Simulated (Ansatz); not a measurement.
# AlNi2: the cost of one run

Computed with Ansatz 0.2.0 (DFT PBEsol, scalar-relativistic, plane waves, PAW, unless a step's input says otherwise).

1 further run of the same task is left out (set aside as unsound or not needed).

### Step 1. The starting structure

Symmetry: P-3m1, No. 164, trigonal system. Conventional cell: a = 3.975 Å, b = 3.975 Å, c = 4.906 Å, α = 90.00°, β = 90.00°, γ = 120.00°. Al (site symmetry 3m) has 8 Ni at 2.37 to 2.48 Å as nearest neighbours. Around Ni (site symmetry 3m) lie 5 Al at 2.37 to 2.48 Å and 3 Ni at 2.47 Å. Ni (site symmetry -3m) has 8 Ni at 2.45 to 2.47 Å and 6 Al at 2.75 Å as nearest neighbours. Ni (site symmetry -3m) is surrounded by 8 Ni at 2.45 to 2.76 Å and 6 Al at 2.48 Å.

Coordinates:

```
CELL_PARAMETERS angstrom
3.97490 0.00000 0.00000
-1.98745 3.44236 0.00000
0.00000 0.00000 4.90604
ATOMIC_POSITIONS crystal
Al 0.33333 0.66667 0.19258
Al 0.66667 0.33333 0.80742
Ni 0.33333 0.66667 0.68754
Ni 0.66667 0.33333 0.31246
Ni 0.00000 0.00000 0.50000
Ni 0.00000 0.00000 0.00000
```

It goes back to an entry of the Materials Project, which need not be the stable form.

It is the result of an earlier relaxation at this level (volume 11.19 Å³/atom; gap on the mesh: none (metal)).

### Step 2. Zero of the scan

File input.yaml:

```yaml
crystal:
  lattice:
    - [3.9748989549, 0.0, 0.0]
    - [-1.9874494774, 3.4423634724, 0.0]
    - [0.0, 0.0, 4.9060444298]
  atoms:
    - { symbol: Al, position: [0.3333333333, 0.6666666667, 0.1925788628] }
    - { symbol: Al, position: [0.6666666667, 0.3333333333, 0.8074211372] }
    - { symbol: Ni, position: [0.3333333333, 0.6666666667, 0.6875372665] }
    - { symbol: Ni, position: [0.6666666667, 0.3333333333, 0.3124627335] }
    - { symbol: Ni, position: [0.0, 0.0, 0.5] }
    - { symbol: Ni, position: [0.0, 0.0, 0.0] }
basis:
  ecutwfc: 420
kpoints:
  mp_grid: { grid: [12, 12, 8] }
hamiltonian:
  xc: pbesol
scf:
  occupations: { method: gaussian, width: 0.15 }
output:
  forces: true
  stress: true
  eigenvalues: true
```

The run is started by

```bash
> ansatz run input.yaml --threads 2 --pin off --max-ram 5120MiB --backend cpu --events-out ev --progress --plain --runs-dir out
```

Q: Estimate wall time and peak memory on 2 threads of Arm Neoverse V1, shared host.

About 12 s, with a peak of 0.55 GiB.
